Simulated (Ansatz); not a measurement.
# GdBi: the cost of one run

Computed with Ansatz 0.2.0 (DFT PBEsol, scalar-relativistic, plane waves, PAW, unless a step's input says otherwise).

### Step 1. The structure to begin with

Symmetry: Pm-3m, No. 221, cubic system. Conventional cell: a = 3.853 Å, b = 3.853 Å, c = 3.853 Å, α = 90.00°, β = 90.00°, γ = 90.00°. Gd (site symmetry m-3m) is surrounded by 8 Bi at 3.34 Å. Bi (site symmetry m-3m) has 8 Gd at 3.34 Å as nearest neighbours.

Coordinates:

```
CELL_PARAMETERS angstrom
3.85297 0.00000 0.00000
0.00000 3.85297 0.00000
0.00000 0.00000 3.85297
ATOMIC_POSITIONS crystal
Gd 0.00000 0.00000 0.00000
Bi 0.50000 0.50000 0.50000
```

This cell comes from an earlier session at PBEsol: 28.599 Å³/atom at -0.01 GPa, on a 8×8×8 mesh.

The changes: atom 1 (Gd) moved 0.02 Å along x; strain e6 = -0.01, atoms carried along.

### Step 2. Atom 1 (Gd) moved 0.02 Å along x

File input.yaml:

```yaml
crystal:
  lattice:
    - [3.8529650145, 0.0, 0.0]
    - [0.0, 3.8529650145, 0.0]
    - [0.0, 0.0, 3.8529650145]
  atoms:
    - { symbol: Gd, position: [0.0051908076, 0.0, 0.0], spin: 7.79 }
    - { symbol: Bi, position: [0.5, 0.5, 0.5] }
basis:
  ecutwfc: 420
  ecutrho_ratio: 4
kpoints:
  mp_grid: { grid: [8, 8, 8] }
hamiltonian:
  xc: pbesol
scf:
  occupations: { method: gaussian, width: 0.05 }
  lower_state_search: "off"
output:
  forces: true
  stress: true
  eigenvalues: true
  populations: true
magnetization:
  spin_polarized: true
checkpoint:
  read: start.run
  write: ck
  compress: false
  write_wavefunctions: false
  write_every: 100000
```

start.run holds the converged state of the cell before the atoms were moved.

**Question.** How long does this run take on 4 threads of an Arm CPU, shared host, and how much memory does it need?

About 12 s, with a peak of 0.52 GiB.
